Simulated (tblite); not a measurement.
# C4H10F2SSi: the cost of one run

Programs: tblite 0.8.0 and PySCF 2.14.0, with density-fitted response routines of our own. Each step states its level of theory. These are calculated values for one molecule in the gas phase, unless marked as measured. Atoms count from 0, in the outputs and in this text.

### Step 1. The molecule as given

18 atoms, charge 0, multiplicity 1; geometry from: force field or distance geometry start.

Bonds of the start (Å): C0–Si1 1.84, Si1–C2 1.87, Si1–S3 2.10, S3–C4 1.77, C4–C5 1.52, C5–F6 1.39, C5–F7 1.39, C0–H8 1.10, C0–H9 1.12, C0–H10 1.12, Si1–H11 1.48, C2–H12 1.13, C2–H13 1.12, C2–H14 1.10, C4–H15 1.12, C4–H16 1.12, C5–H17 1.10.

### Step 2. Optimising the geometry with GFN2-xTB

What the job is given:

```
{"job": {"kind": "relax", "xc": "GFN2-xTB", "basis": "xTB"}, "charge": 0, "multiplicity": 1}
C     -1.730400     1.607100    -0.496200
Si    -1.096400    -0.032400     0.063400
C     -2.514400    -1.238000    -0.158100
S      0.520700    -0.790400    -1.041500
C      2.067700     0.072900    -0.946100
C      3.002100    -0.427200     0.136900
F      4.177200     0.306100     0.029900
F      3.317500    -1.751700    -0.127900
H     -0.912600     2.289000    -0.790200
H     -2.407700     1.530700    -1.386500
H     -2.340900     2.111200     0.299100
H     -0.880100     0.078700     1.523800
H     -3.329600    -0.782100    -0.789300
H     -2.159700    -2.130100    -0.731500
H     -2.918200    -1.598500     0.797400
H      1.985700     1.184400    -0.908200
H      2.626000    -0.129100    -1.901500
H      2.584200    -0.294100     1.150100
```

Started as:

```sh
$ OMP_NUM_THREADS=1 python probes_run.py task.json out
```

The driver reads the jobs from task.json and runs them one after another.

Q: Estimate the wall time and peak memory of this first job on 1 thread of AMD EPYC 7R43, shared host.

About 2.5 s, with a peak of 0.18 GiB.
